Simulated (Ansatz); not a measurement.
# CH₃BClFOSi: up Jacob's ladder to CCSD(T)

Aim: compute CH₃BClFOSi with functionals from several rungs and with coupled cluster. The yardstick is the atomisation energy at the CCSD(T) limit.

Method: functionals in def2-TZVPP, the program's frozen cores in correlated methods; program: Ansatz 0.2.0, Gaussian basis.

Levels to be run: PBE-D4, r2SCAN-D4, PBE0-D4, B3LYP-D4, ωB97X-V, ωB97M-V, B2PLYP; CCSD(T)/def2-TZVPP; MP2/def2-QZVPP; extrapolation to the limit.

**1. Structure used throughout**

All runs share one geometry, relaxed beforehand with PBE0-D4 in a triple-zeta def2 set.

SMILES `F[Si@H](Cl)[C@H]1BO1`, 9 atoms, charge 0, spin multiplicity 1.

Atoms are counted from 1 here; the program's logs count them from 0.

Bond lengths: F1–Si2 1.590 Å, Si2–Cl3 2.040 Å, Si2–C4 1.844 Å, Si2–H7 1.476 Å, C4–B5 1.520 Å, C4–O6 1.524 Å, C4–H8 1.090 Å, B5–O6 1.324 Å, B5–H9 1.182 Å. Angles: F1–Si2–Cl3 107.6°, F1–Si2–C4 111.5°, F1–Si2–H7 107.8°, Cl3–Si2–C4 107.8°, Cl3–Si2–H7 110.0°, C4–Si2–H7 112.1°, Si2–C4–B5 123.4°, Si2–C4–O6 114.2°, Si2–C4–H8 117.7°, B5–C4–O6 51.6°, B5–C4–H8 117.7°, O6–C4–H8 111.8°, C4–B5–O6 64.4°, C4–B5–H9 157.3°, O6–B5–H9 138.3°, C4–O6–B5 64.1°.

**2. PBE-D4 (GGA)**

File in.yaml:

```yaml
crystal:
  periodic: [false, false, false]
  atoms:
    - {symbol: F, position_ang: [1.053552, -1.769617, -1.396456]}
    - {symbol: Si, position_ang: [0.977301, -0.778649, -0.155638]}
    - {symbol: Cl, position_ang: [1.365457, -1.865880, 1.526012]}
    - {symbol: C, position_ang: [-0.706390, -0.048921, 0.022344]}
    - {symbol: B, position_ang: [-0.956228, 1.430307, 0.268234]}
    - {symbol: O, position_ang: [-1.026832, 1.039696, -0.994589]}
    - {symbol: H, position_ang: [2.013995, 0.255372, -0.338306]}
    - {symbol: H, position_ang: [-1.543429, -0.733797, 0.158674]}
    - {symbol: H, position_ang: [-1.088927, 2.425090, 0.892626]}
basis:
  gaussian: {orbitals: def2-TZVPP}
hamiltonian: {xc: pbe, dispersion: d4}
output: {forces: true, orbitals: {seedname: orbitals}}
```

Started as:

```console
$ ansatz run in.yaml --threads 4 --pin off --events-out ev --progress --plain --max-ram 10444MiB
```

Further steps of the session: r2SCAN-D4 (meta-GGA); PBE0-D4 (hybrid); B3LYP-D4 (hybrid); ωB97X-V (range-separated); ωB97M-V (range-separated); B2PLYP (double hybrid); CCSD(T) in def2-TZVPP; MP2 in def2-QZVPP.

Q: Predict the results of all the runs planned. Wanted: atomisation energy, CCSD(T)/CBS; farthest; mean size of error, hybrid; mean size of error, range-separated; gap, smallest and largest; T1 diagnostic; triples share of the correlation energy.

**Answer**, as computed:

| quantity | value |
| --- | --- |
| atomisation energy, CCSD(T)/CBS | 3567.2 kJ/mol |
| functionals within 17.8 kJ/mol (0.5 %) | PBE0-D4, B3LYP-D4 |
| farthest | PBE-D4 (+93.9 kJ/mol) |
| mean size of error, hybrid | 12.4 kJ/mol |
| mean size of error, range-separated | 22.0 kJ/mol |
| gap, smallest and largest | 5.36 eV (PBE-D4), 12.33 eV (ωB97X-V) |
| T1 diagnostic | 0.0139 |
| triples share of the correlation energy | 3.9 % |

**Reading.** PBE-D4 misses by +93.9 kJ/mol. Double hybrids carry the basis error of their MP2 part in triple zeta, and no dispersion term here, so their miss is partly the set-up's. Misses under about 17.8 kJ/mol are within the doubt on the reference itself, which lacks core-valence correlation, relativity and higher excitations. Hartree-Fock recovers 73 % of the binding; the rest is correlation. Orbital gaps span 5.4 to 12.3 eV; exact exchange widens them.
